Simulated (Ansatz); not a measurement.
# BClH4O2: the cost of one run

All numbers below are computed with Ansatz 0.2.0 (RHF/def2-SVP).

## Step 1: Starting point

Bond lengths: B1–O2 1.760 Å, O2–H3 1.010 Å, B1–O4 1.410 Å, O4–H5 1.010 Å, B1–Cl6 1.860 Å. Angles: B1–O2–H3 109.5°, O2–B1–O4 120.0°, O2–B1–Cl6 120.0°, O4–B1–Cl6 120.0°, B1–O4–H5 109.5°.

Structure file:

```xyz
8

B     0.0000    0.0000    0.0000
O     0.0000    0.0000    1.7600
H    -0.9095   -0.2814    2.0971
O     1.2211    0.0000   -0.7050
H     1.5209   -0.9519   -0.8599
Cl   -1.6108    0.0000   -0.9300
H     0.0668    1.4124    0.4698
H     0.0544    1.1498    1.3187
```

## Step 2: Pulling towards end A

Springs on the bonds that form and break draw the guess towards this end; the thresholds are loose.

The input, input.yaml:

```yaml
crystal:
  periodic: [false, false, false]
  atoms:
    - { symbol: B, position_ang: [0.0, 0.0, 0.0] }
    - { symbol: O, position_ang: [0.0, 0.0, 1.76] }
    - { symbol: H, position_ang: [-0.9095, -0.2814, 2.0971] }
    - { symbol: O, position_ang: [1.2211, 0.0, -0.705] }
    - { symbol: H, position_ang: [1.5209, -0.9519, -0.8599] }
    - { symbol: Cl, position_ang: [-1.6108, 0.0, -0.93] }
    - { symbol: H, position_ang: [0.0668, 1.4124, 0.4698] }
    - { symbol: H, position_ang: [0.0544, 1.1498, 1.3187] }
basis:
  gaussian: { orbitals: def2-SVP }
hamiltonian:
  xc: hf
relax:
  f_tol: 0.15
  max_steps: 25
  restrain:
    - { distance: [0, 6], at: 2.39, k: 30.0 }
    - { distance: [7, 1], at: 2.21, k: 30.0 }
    - { distance: [0, 1], at: 1.41, k: 30.0 }
    - { distance: [7, 6], at: 0.66, k: 30.0 }
```

Command:

```bash
$ ansatz run input.yaml --threads 1 --pin off --max-ram 2048MiB --backend cpu --events-out ev --progress --plain --runs-dir out
```

**Question.** How long does this run take on 1 thread of Arm Neoverse N1, shared host, and how much memory does it need?

About 29 s, with a peak of 0.13 GiB.
